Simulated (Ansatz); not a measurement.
Crystal: CsH.

```
Cs H
1.0
     0.00000    3.18800    3.18800
     3.18800    0.00000    3.18800
     3.18800    3.18800    0.00000
Cs H
1 1
Direct
  0.00000 0.00000 0.00000
  0.50000 0.50000 0.50000
```

Base run:

```yaml
Program: Ansatz 0.2.0
Functional: PBEsol
Potentials_or_basis: all-electron PAW datasets made for the crystal
Cutoff: 180 eV
Density_cutoff: 720 eV
k_mesh: 7 × 7 × 7
Occupations: fermi-dirac, width 0.05 eV
Spin: no spin polarisation
```

Its results: band gap on the k mesh 2.41 eV, direct; pressure -0.5 GPa.

Problem. The run is repeated on the same cell with these changes: k mesh from 7 × 7 × 7 to 6 × 6 × 6. What comes out?

Solution. Band gap on the k mesh 2.15 eV, direct; pressure -0.5 GPa.

Caveats: spin-orbit coupling is left out, which moves the levels of the heavy elements; the mesh misses the band edges, which the band path finds closer together (some runs).

Not every run made on this cell is shown here.
